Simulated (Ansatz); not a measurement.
HfB:

```
Hf B
1.0
     0.00000    2.31000    2.31000
     2.31000    0.00000    2.31000
     2.31000    2.31000    0.00000
Hf B
1 1
Direct
  0.50000 0.50000 0.50000
  0.00000 0.00000 0.00000
```

Below is the output of Ansatz 0.2.0 for this cell. Logs are shortened: lines on timing, memory, paths and dates and some standing lists are left out, and cuts for length are marked.

```text
Warning: RAYON_NUM_THREADS=2 ignored (pool sized by the plan → 2); use --threads N
Engine: ansatz 0.2.0, aarch64-unknown-linux-gnu
Pseudopotentials: kind: paw
Pseudopotential: Hf, paw, valence charge 26, recommended cutoff 420 eV (normal), Hf.paw.azcp
Pseudopotential: B, paw, valence charge 3, recommended cutoff 420 eV (normal), B.paw.azcp
Functional definition: PBE
  parameter kappa = 0.804
  parameter beta = 0.06672455060314922
  exchange = pbe_x(kappa = kappa, mu = beta*pi^2/3)
  correlation = pbe_c(beta = beta)
Crystal: 2 atoms, lattice volume = 24.653 Å³
Basis set: ecut = 420 eV, 531 PW (Γ), exchange–correlation on 48×48×48 points (8 copies of the dense FFT grid, shifted against one another)
Bands: 19, of which v1, the nominal top of the filled ones, is band 15 counted from 1 (14 counted from 0)
Symmetry: 48 space group operations
Space group: Fm-3m (ITA 225), of the structure as read, at distance tolerance 2.9e-5 Å
k-points: 47 of 1000
Non-local potential: Hf, projectors of the file, l = 0: 3, l = 1: 2, l = 2: 2, l = 3: 3
Non-local potential: B, projectors of the file, l = 0: 2, l = 1: 2, l = 2: 1
PAW form: soft (Blöchl's): semilocal exchange-correlation on the pseudo side does not see the compensation charge
PAW one-centre angular grid: Hf, 590 points (default); XC on 64 Gauss nodes
PAW one-centre angular grid: B, 110 points (default); XC on 64 Gauss nodes
Initial density: superposition of atomic densities (neutral atoms: chi_scale 0, normalization atom), corrected by the library's trained network
Initial wavefunctions: pseudopotential atomic-orbital guess
Functional: x = pbe(κ = 0.804, μ = 0.2195149727645171), c = pbe(β = 0.06672455060314922)
SCF iter   1: F=—  HF=-15877.803137 eV  |F-HF|=—  |Δ(HF+E_count)|=         —  Δρ=3.69e-3  dr2=2.67e-3  ethr=1.77e-3  ⟨swp⟩=5.5  Hψ=3786  notcnv=0
preconditioner: auto → none  [insulator: Δε(μ)=0.046 eV  Ē_g=18.108 eV  σ=0.028 eV  W_gap=0.73  n_scr=14 (ndim 8)  ℏωp=38.9 eV  f_vac=0.000  D(μ)=1.70/eV (n_scr^D=14)  ε∞_Penn≈5.6]
SCF iter   2: F=—  HF=-15877.802556 eV  |F-HF|=—  |Δ(HF+E_count)|=   5.81e-4  Δρ=1.56e-3  dr2=3.33e-4  ethr=9.20e-6  ⟨swp⟩=2.3  Hψ=1681  notcnv=0  defer=16
SCF iter   3: F=—  HF=-15877.802578 eV  |F-HF|=—  |Δ(HF+E_count)|=   2.20e-5  Δρ=6.36e-4  dr2=6.89e-5  ethr=1.15e-6  ⟨swp⟩=2.0  Hψ=1492  notcnv=0  defer=16
SCF iter   4: F=—  HF=-15877.802561 eV  |F-HF|=—  |Δ(HF+E_count)|=   1.74e-5  Δρ=1.77e-4  dr2=3.13e-6  ethr=2.38e-7  ⟨swp⟩=2.0  Hψ=1508  notcnv=0  defer=16
SCF iter   5: F=—  HF=-15877.802562 eV  |F-HF|=—  |Δ(HF+E_count)|=   7.82e-7  Δρ=4.26e-5  dr2=1.67e-7  ethr=1.08e-8  ⟨swp⟩=2.2  Hψ=1442  notcnv=0  defer=16
SCF iter   6: F=-15877.802562 eV  HF=-15877.802562 eV  |F-HF|=1.15e-9  |Δ(HF+E_count)|=   1.46e-7  Δρ=5.30e-6  dr2=1.79e-9  ethr=3.45e-10  ⟨swp⟩=6.8  Hψ=4073  notcnv=0
SCF 1 converged in 6 iterations: F = -15877.802562 eV  dr2 = 1.79e-9
  greatest PAW one-centre occupation: 0.998 electrons in one spin orbital (limit 2), on the Hf atom at site 0 (counted from 0), in its partial waves of l = 0
SCF converged after 6 iterations
Free energy (F): -15877.802562 eV
Harris-Foulkes:  -15877.802562 eV  (|F-HF|=1.15e-9)
Internal energy: -15877.801743 eV  (E = F + TS)
E sigma→0 (E₀):  -15877.802152 eV
Entropy (-TS):   -0.000819 eV (-0.409 meV/atom)
Fermi energy:    19.640348 eV
--- Per-component energies (eV) ---
  E_band       = 121.059054
  E_kinetic    = 478.866238
  E_local      = -5013.054733  (includes V_loc(G=0)·N_el)
  E_nonlocal   = -1229.741255
  E_hartree    = 2389.095649
  E_xc         = -335.062337
  E_vxc        = -308.198753  (∫ρ·V_xc dr)
  E_paw        = -7008.610737  (= ΣΔE_a)
  E_vpaw       = 1414.997926  (= ΣTr[D̂ρ^β])
  E_aug_tail   = -0.000005  (compensation charges beyond the density's cutoff)
  E_ewald      = -5159.294563
  E_smearing   = -0.000819  (= −TS)
  E_closure    = 0.000000  (closes the sum)
  Σ components = -15877.802562   (vs F -15877.802562, Δ=0.00e0)
--- Forces (eV/Å), atoms counted from 1 ---
  atom   1  Hf     0.00000000    -0.00000000     0.00000000
  atom   2  B     -0.00000000     0.00000000    -0.00000000
  max |Σ_I F_I| component: 1.62e-28 eV/Å
--- Stress (GPa, compression-positive) ---
       29.315554       0.000000      -0.000000
       -0.000000      29.315554       0.000000
       -0.000000      -0.000000      29.315554
  P = ⅓ Tr σ = 29.3156 GPa (293.156 kbar)
--- Band table (eV; the first three rows and the last of 47) ---
  k-point 0: bands = ["-40.2133", "-8.7151", "-8.7151", "-8.7151", "9.7973", "9.7973", "9.7973", "9.7987", "9.8894", "9.8894", "9.8894", "10.0846", "21.8325", "21.8325", "21.8325", "23.6761", "23.6761", "23.6761", "23.8474"]
  k-point 1: bands = ["-40.2090", "-8.7890", "-8.7226", "-8.7226", "9.7926", "9.8032", "9.8033", "9.8033", "9.8833", "9.8833", "9.8897", "10.3750", "20.9475", "21.4880", "21.4880", "22.5798", "22.5798", "24.1163", "25.8616"]
  k-point 2: bands = ["-40.1976", "-8.9776", "-8.7420", "-8.7420", "9.7854", "9.8156", "9.8191", "9.8191", "9.8684", "9.8684", "9.8903", "11.1810", "19.4394", "20.2017", "20.2017", "23.1524", "23.1524", "24.6109", "28.2309"]
  k-point 46: bands = ["-40.1526", "-9.2396", "-9.1151", "-8.9781", "9.8263", "9.8315", "9.8316", "9.8410", "9.8556", "9.8563", "9.8638", "13.8576", "18.3026", "18.4020", "18.6782", "24.2701", "26.0321", "27.5421", "27.6089"]
```

Task: Write the input and the command behind it.

Result: Single point with PBE, no spin polarisation. The files as run (others can give the same):

input.yaml
```yaml
crystal:
  lattice:
    - [0.0, 2.31, 2.31]
    - [2.31, 0.0, 2.31]
    - [2.31, 2.31, 0.0]
  atoms:
    - { symbol: Hf, position: [0.5, 0.5, 0.5] }
    - { symbol: B, position: [0.0, 0.0, 0.0] }
hamiltonian:
  xc: pbe
  pseudopotentials: { kind: paw }
kpoints:
  mp_grid: { grid: [10, 10, 10] }
scf:
  occupations: { method: gaussian, width: 0.028 }
output:
  forces: true
  stress: true
  eigenvalues: true
```

Potentials or basis: Ansatz PAW.
Run with:
```console
$ ansatz run input.yaml --threads 2 --pin off --max-ram 5632MiB --backend cpu --events-out ev --progress --plain --runs-dir out
```

Caveat: a pressure of tens of GPa on the cell as given is suspect, and the run, the potentials or the cell itself is likely at fault.
